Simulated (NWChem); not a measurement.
# PBE0/def2-SVPD run of AlCl2F (SMILES [F][Al]([Cl])[Cl]), part 2 of 2

NWChem 7.3.0. Earlier steps stand in the parts before.

## 3. The triplet: a single-point energy at UPBE0/def2-SVPD

File struct.nw:

```
start struct
title "AlCl2F energy"
memory 2200 mb
geometry units angstrom noautosym nocenter noautoz
F        0.087420       0.388220       1.682350
Al       0.004800       0.021530       0.093600
Cl       1.223040      -1.463690      -0.663450
Cl      -1.315270       1.053930      -1.112510
end
basis "ao basis" spherical bse
* library def2-SVPD
end
dft
xc pbe0
mult 3
grid fine
convergence energy 1e-08
maxiter 100
mulliken
noprint "final vectors analysis"
end
task dft energy
```

On the command line:

```bash
nwchem struct.nw > struct.out
```

Log:

```text
Northwest Computational Chemistry Package (NWChem) 7.3.0
             --------------------------------------------------------

           Job information
           ---------------

    nwchem branch   = 7.3.0
    use scalapack   = T
    input           = struct.nw
    prefix          = struct.
    data base       = ./struct.db
    status          = startup
    nproc           =        1

           Memory information
           ------------------

    heap     =     72089594 doubles =      550.0 Mbytes
    stack    =     72089599 doubles =      550.0 Mbytes
    global   =    144179200 doubles =     1100.0 Mbytes (distinct from heap & stack)
    total    =    288358393 doubles =     2200.0 Mbytes
    verify   = yes
    hardfail = no

           Directory information
           ---------------------

  0 permanent = .
  0 scratch   = .

                                NWChem Input Module
                                -------------------

                                   AlCl2F energy
                                   -------------

 Scaling coordinates for geometry "geometry" by  1.889725989
 (inverse scale =  0.529177249)

                             Geometry "geometry" -> ""
                             -------------------------

 Output coordinates in angstroms (scale by  1.889725989 to convert to a.u.)

  No.       Tag          Charge          X              Y              Z
 ---- ---------------- ---------- -------------- -------------- --------------
    1 F                    9.0000     0.08742000     0.38822000     1.68235000
    2 Al                  13.0000     0.00480000     0.02153000     0.09360000
    3 Cl                  17.0000     1.22304000    -1.46369000    -0.66345000
    4 Cl                  17.0000    -1.31527000     1.05393000    -1.11251000

      Atomic Mass
      -----------

      F                 18.998400
      Al                26.981540
      Cl                34.968850

 Effective nuclear repulsion energy (a.u.)     244.2953794460

            Nuclear Dipole moment (a.u.)
            ----------------------------
        X                 Y               Z
 ---------------- ---------------- ----------------
    -1.3582027598    -6.0320998418   -26.1412787986

            XYZ format geometry
            -------------------
     4
 geometry
 F                     0.08742000     0.38822000     1.68235000
 Al                    0.00480000     0.02153000     0.09360000
 Cl                    1.22304000    -1.46369000    -0.66345000
 Cl                   -1.31527000     1.05393000    -1.11251000

 ==============================================================================
                                internuclear distances
 ------------------------------------------------------------------------------
       center one      |      center two      | atomic units |  angstroms
 ------------------------------------------------------------------------------
    2 Al               |   1 F                |     3.08518  |     1.63261
    3 Cl               |   2 Al               |     3.90177  |     2.06473
    4 Cl               |   2 Al               |     3.90179  |     2.06474
 ------------------------------------------------------------------------------
                         number of included internuclear distances:          3
 ==============================================================================

 ==============================================================================
                                 internuclear angles
 ------------------------------------------------------------------------------
        center 1       |       center 2       |       center 3       |  degrees
 ------------------------------------------------------------------------------
    1 F                |   2 Al               |   3 Cl               |   119.24
    1 F                |   2 Al               |   4 Cl               |   119.24
    3 Cl               |   2 Al               |   4 Cl               |   121.51
 ------------------------------------------------------------------------------
                            number of included internuclear angles:          3
 ==============================================================================

 Summary of "ao basis" -> "" (spherical)
 ------------------------------------------------------------------------------
       Tag                 Description            Shells   Functions and Types
 ---------------- ------------------------------  ------  ---------------------
 *                         def2-SVPD                  on all atoms

                                 NWChem DFT Module
                                 -----------------

                                   AlCl2F energy

                      Basis "ao basis" -> "ao basis" (spherical)
                      -----
  [basis functions not shown]

 Summary of "ao basis" -> "ao basis" (spherical)
 ------------------------------------------------------------------------------
       Tag                 Description            Shells   Functions and Types
 ---------------- ------------------------------  ------  ---------------------
 F                         def2-SVPD                 9       23   4s3p2d
 Al                        def2-SVPD                10       24   5s3p2d
 Cl                        def2-SVPD                11       27   5s4p2d

 Summary of "ao basis" -> "ao basis" (spherical)
 ------------------------------------------------------------------------------
       Tag                 Description            Shells   Functions and Types
 ---------------- ------------------------------  ------  ---------------------
 F                         def2-SVPD                 9       23   4s3p2d
 Al                        def2-SVPD                10       24   5s3p2d
 Cl                        def2-SVPD                11       27   5s4p2d

  Caching 1-el integrals
  itol2e modified to match energy
  convergence criterion.
  tol_rho modified to match energy
  convergence criterion.

            General Information
            -------------------
          SCF calculation type: DFT
          Wavefunction type:  spin polarized.
          No. of atoms     :     4
          No. of electrons :    56
           Alpha electrons :    29
            Beta electrons :    27
          Charge           :     0
          Spin multiplicity:     3
          Use of symmetry is: off; symmetry adaption is: off
          Maximum number of iterations: 100
          AO basis - number of functions:   101
                     number of shells:    41
          Convergence on energy requested:  1.00D-08
          Convergence on density requested:  1.00D-05
          Convergence on gradient requested:  5.00D-04

              XC Information
              --------------
                         PBE0 Method XC Functional
                     Hartree-Fock (Exact) Exchange  0.250
          PerdewBurkeErnzerhof Exchange Functional  0.750
            Perdew 1991 LDA Correlation Functional  1.000 local
           PerdewBurkeErnz. Correlation Functional  1.000 non-local

             Grid Information
             ----------------
          Grid used for XC integration:  fine
          Radial quadrature: Mura-Knowles
          Angular quadrature: Lebedev.
          Tag              B.-S. Rad. Rad. Pts. Rad. Cut. Ang. Pts.
          ---              ---------- --------- --------- ---------
          F                   0.50       70          12.0       590
          Al                  1.25      123          12.0       770
          Cl                  1.00      123          13.0       770
          Grid pruning is: on
          Number of quadrature shells:   439
          Spatial weights used:  Erf1

          Convergence Information
          -----------------------
          Convergence aids based upon iterative change in
          total energy or number of iterations.
          Levelshifting, if invoked, occurs when the
          HOMO/LUMO gap drops below (HL_TOL):  1.00D-02
          DIIS, if invoked, will attempt to extrapolate
          using up to (NFOCK): 10 stored Fock matrices.

                    Damping( 0%)  Levelshifting(0.5)       DIIS
                  --------------- ------------------- ---------------
          dE  on:    start            ASAP                start
          dE off:    2 iters        100 iters           100 iters

      Screening Tolerance Information
      -------------------------------
          Density screening/tol_rho:  1.00D-11
          AO Gaussian exp screening on grid/accAOfunc:  18
          CD Gaussian exp screening on grid/accCDfunc:  20
          XC Gaussian exp screening on grid/accXCfunc:  20
          Schwarz screening/accCoul:  1.00D-09

      Superposition of Atomic Density Guess
      -------------------------------------

 Sum of atomic energies:       -1259.74808612

      Non-variational initial energy
      ------------------------------

 Total energy =   -1260.311385
 1-e energy   =   -2231.603938
 2-e energy   =     726.997174
 HOMO         =      -0.459063
 LUMO         =      -0.041882

   Time after variat. SCF:      0.4

     ---------------------------------------------
      Total Density - Mulliken Population Analysis
     ---------------------------------------------

    Atom       Charge   Shell Charges
 -----------   ------   -------------------------------------------------------
    1 F    9     9.78   1.99  1.17  0.78 -0.05  3.58  2.16  0.14  0.00  0.02
    2 Al  13    12.23   2.00  1.99  0.71  0.35  0.66  5.93  0.43 -0.05  0.22 -0.02
    3 Cl  17    16.99   2.00  1.99  1.26  0.67 -0.12  5.94  2.02  3.04  0.16  0.01  0.02
    4 Cl  17    16.99   2.00  1.99  1.26  0.67 -0.12  5.94  2.02  3.04  0.16  0.01  0.02

     --------------------------------------------
      Spin Density - Mulliken Population Analysis
     --------------------------------------------

    Atom       Charge   Shell Charges
 -----------   ------   -------------------------------------------------------
    1 F    9    -0.01   0.00  0.01 -0.02 -0.03  0.02 -0.00  0.00 -0.00 -0.00
    2 Al  13     1.40   0.00  0.00  0.20  0.52  0.66  0.00  0.00 -0.02  0.04 -0.00
    3 Cl  17     0.30   0.00  0.00  0.02 -0.02 -0.19  0.00  0.22  0.31 -0.06  0.00  0.00
    4 Cl  17     0.30   0.00  0.00  0.02 -0.02 -0.19  0.00  0.22  0.31 -0.06  0.00  0.00
   Time prior to 1st pass:      0.4

 Grid_pts file          = ./struct.gridpts.0
 Record size in doubles =  12289        No. of grid_pts per rec  =   3070
 Max. records in memory =    123        Max. recs in file   = *********

           Memory utilization after 1st SCF pass:
           Heap Space remaining (MW):       37.02            37019818
          Stack Space remaining (MW):       72.09            72088612

   convergence    iter        energy       DeltaE   RMS-Dens  Diis-err    time
 ---------------- ----- ----------------- --------- --------- ---------  ------
 d= 0,ls=0.0,diis     1  -1261.6218179718 -1.51D+03  1.93D-02  1.88D-01     3.0
                                                     1.18D-02  1.82D-01
 d= 0,ls=0.5,diis     2  -1260.9326049433  6.89D-01  3.88D-03  1.89D+00     5.4
                                                     2.45D-03  1.32D+00
 d= 0,ls=0.5,diis     3  -1261.3422091527 -4.10D-01  4.37D-03  6.70D-01     7.8
                                                     2.34D-03  4.67D-01
 d= 0,ls=0.5,diis     4  -1261.5489901158 -2.07D-01  2.43D-03  1.70D-01    10.2
                                                     1.51D-03  1.39D-01
 d= 0,ls=0.5,diis     5  -1261.6206700771 -7.17D-02  1.45D-03  4.21D-02    12.6
                                                     1.23D-03  5.21D-02
  Resetting Diis
 d= 0,ls=0.5,diis     6  -1261.6545381247 -3.39D-02  1.34D-03  9.18D-03    14.9
                                                     1.07D-03  2.22D-02
 d= 0,ls=0.5,diis     7  -1261.6684122509 -1.39D-02  1.26D-03  1.08D-02    18.5
                                                     1.58D-03  2.21D-02
 d= 0,ls=0.5,diis     8  -1261.6817024909 -1.33D-02  6.57D-04  2.25D-02    22.2
                                                     7.88D-04  1.82D-02
[... 84 lines of this table left out ...]
 d= 0,ls=0.5,diis    51  -1261.7116886865 -8.46D-09  2.33D-07  1.22D-08   132.3
                                                     7.68D-07  1.17D-08

         Total DFT energy =    -1261.711688692650
      One electron energy =    -2232.144156170502
           Coulomb energy =      811.238747128398
    Exchange-Corr. energy =      -85.101659096495
 Nuclear repulsion energy =      244.295379445950

 Numeric. integr. density =       56.000000109068

     Total iterative time =    134.3s

     ---------------------------------------------
      Total Density - Mulliken Population Analysis
     ---------------------------------------------

    Atom       Charge   Shell Charges
 -----------   ------   -------------------------------------------------------
    1 F    9     9.56   1.99  1.13  0.80 -0.02  3.33  2.05  0.25  0.00  0.02
    2 Al  13    12.17   2.00  1.98  0.79  0.33  0.25  5.92  0.66 -0.09  0.37 -0.04
    3 Cl  17    17.14   2.00  1.99  1.32  0.63 -0.03  5.93  2.12  2.95  0.18  0.01  0.04
    4 Cl  17    17.14   2.00  1.99  1.32  0.63 -0.03  5.93  2.12  2.95  0.18  0.01  0.04

     --------------------------------------------
      Spin Density - Mulliken Population Analysis
     --------------------------------------------

    Atom       Charge   Shell Charges
 -----------   ------   -------------------------------------------------------
    1 F    9    -0.00   0.00  0.01 -0.01 -0.03  0.05  0.00 -0.02  0.00 -0.00
    2 Al  13     1.23   0.00  0.00  0.25  0.67  0.24 -0.00  0.00  0.00  0.05  0.02
    3 Cl  17     0.39   0.00  0.00  0.02 -0.03 -0.10  0.01  0.25  0.28 -0.05  0.00  0.01
    4 Cl  17     0.39   0.00  0.00  0.02 -0.03 -0.10  0.01  0.25  0.28 -0.05  0.00  0.01

     -------------------------------------------
      Total Density - Lowdin Population Analysis
     -------------------------------------------

    Atom       Charge   Shell Charges
 -----------   ------   -------------------------------------------------------
    1 F    9     9.48   1.98  1.00  0.68  0.16  3.19  2.03  0.35  0.00  0.09
    2 Al  13    12.83   2.00  1.89  0.34  0.23  0.22  5.80  0.80  0.42  0.69  0.46
    3 Cl  17    16.84   2.00  1.96  1.04  0.64  0.19  5.82  2.22  2.58  0.30  0.01  0.10
    4 Cl  17    16.84   2.00  1.96  1.04  0.64  0.19  5.82  2.22  2.58  0.30  0.01  0.10

     ------------------------------------------
      Spin Density - Lowdin Population Analysis
     ------------------------------------------

    Atom       Charge   Shell Charges
 -----------   ------   -------------------------------------------------------
    1 F    9     0.12   0.00  0.01  0.00  0.03  0.05  0.01  0.02  0.00  0.00
    2 Al  13     0.53   0.00  0.02  0.07  0.13  0.16 -0.00  0.00  0.00  0.10  0.04
    3 Cl  17     0.67   0.00  0.00  0.04  0.00  0.06  0.02  0.25  0.26  0.02  0.00  0.03
    4 Cl  17     0.67   0.00  0.00  0.04  0.00  0.06  0.02  0.25  0.26  0.02  0.00  0.03

   alpha - beta orbital overlaps
   -----------------------------

   alpha      1      2      3      4      5      6      7      8      9     10
    beta      1      2      3      4      5      6     10      9      7      8
 overlap   1.000  1.000  1.000  1.000  1.000  1.000  0.755  0.774  0.721  0.740

   alpha     11     12     13     14     15     16     17     18     19     20
    beta     11     12     13     14     16     15     17     18     19     20
 overlap   0.999  0.999  1.000  1.000  0.835  0.835  1.000  1.000  1.000  0.990

   alpha     21     22     23     24     25     26     27     28     29     30
    beta     21     22     27     24     23     28     25     26     29     30
 overlap   0.916  0.997  0.923  0.727  0.976  0.724  0.976  1.000  0.972  0.997

   alpha     31     32     33     34     35     36     37     38     39     40
    beta     31     33     32     34     35     36     37     38     39     40
 overlap   0.951  0.971  0.999  0.969  0.971  0.995  0.999  0.995  0.995  0.999

   alpha     41     42     43     44     45     46     47     48     49     50
    beta     41     42     43     44     45     46     47     48     49     50
 overlap   0.999  0.999  0.997  0.999  0.993  0.995  0.998  0.987  0.998  0.994

   alpha     51     52     53     54     55     56     57     58     59     60
    beta     51     52     53     54     55     56     57     58     59     60
 overlap   0.992  0.998  0.998  0.996  0.998  0.997  0.998  0.991  0.991  0.998

   alpha     61     62     63     64     65     66     67     68     69     70
    beta     61     62     63     65     64     66     67     68     69     70
 overlap   0.996  0.996  0.997  0.999  0.999  0.999  0.993  0.999  0.999  0.994

   alpha     71     72     73     74     75     76     77     78     79     80
    beta     71     72     73     74     75     76     78     77     79     80
 overlap   0.995  0.999  0.988  0.988  0.997  0.776  0.999  0.771  0.995  0.990

   alpha     81     82     83     84     85     86     87     88     89     90
    beta     81     83     82     84     85     86     87     88     89     90
 overlap   0.995  0.992  0.999  0.983  0.999  1.000  0.985  0.997  0.997  1.000

   alpha     91     92     93     94     95     96     97     98     99    100
    beta     91     92     93     94     95     96     97     98     99    100
 overlap   1.000  1.000  1.000  1.000  1.000  1.000  1.000  1.000  1.000  1.000

   alpha    101
    beta    101
 overlap   1.000

     --------------------------
     Expectation value of S2:
     --------------------------
      <S2> =      2.0063 (Exact =     2.0000)

 center of mass
 --------------
 x =  -0.02339098 y =  -0.10388430 z =  -0.45020229

 moments of inertia (a.u.)
 ------------------
         794.152757498554         394.619609399458         -90.197885046910
         394.619609399458         782.170224788438         -13.930717172895
         -90.197885046910         -13.930717172895         818.537690800802

     Multipole analysis of the density
     ---------------------------------

     L   x y z        total         alpha         beta         nuclear
     -   - - -        -----         -----         ----         -------
     0   0 0 0     -0.000000    -29.000000    -27.000000     56.000000

     1   1 0 0     -0.044851      0.704130      0.609221     -1.358203
     1   0 1 0     -0.201138      3.123964      2.706998     -6.032100
     1   0 0 1     -0.874518     13.534461     11.732300    -26.141279

[... 4 lines of this table left out ...]
     2   0 1 1     -0.583095     -4.368532     -5.071201      8.856639
     2   0 0 2    -34.545153   -118.280886   -109.494418    193.230151

 Task  times  cpu:      134.7s     wall:      134.7s
 Total times  cpu:      134.7s     wall:      134.7s
```

Wall time 2.3 min (1 thread of Intel Xeon Platinum 8375C at 2.90GHz (Ice Lake), shared host); peak memory 0.12 GiB.

## 4. Results

This closing draws on all 2 parts.

At PBE0/def2-SVPD:

| quantity | value |
| --- | --- |
| singlet: total energy | -1261.95550 Eh |
| singlet: dipole moment | 0.49 D |
| singlet: HOMO energy | -9.76 eV |
| singlet: LUMO energy | -1.57 eV |
| singlet: HOMO–LUMO gap | 8.19 eV |
| singlet: largest force on an atom | 0.892 eV/Å |
| triplet: total energy | -1261.71169 Eh |
| triplet: dipole moment | 2.28 D |
| triplet: ⟨S²⟩ | 2.006 |
| vertical energy of the triplet above the singlet | 6.634 eV |

**Reading.** At this shape the triplet lies 6.63 eV (640 kJ/mol) above the singlet. The largest force (singlet) is 0.89 eV/Å: the shape isn't a stationary point for this species at this level. Mulliken charges (triplet) run from -0.56 on F1 to +0.83 on Al2; in a basis this large or diffuse they mean little.
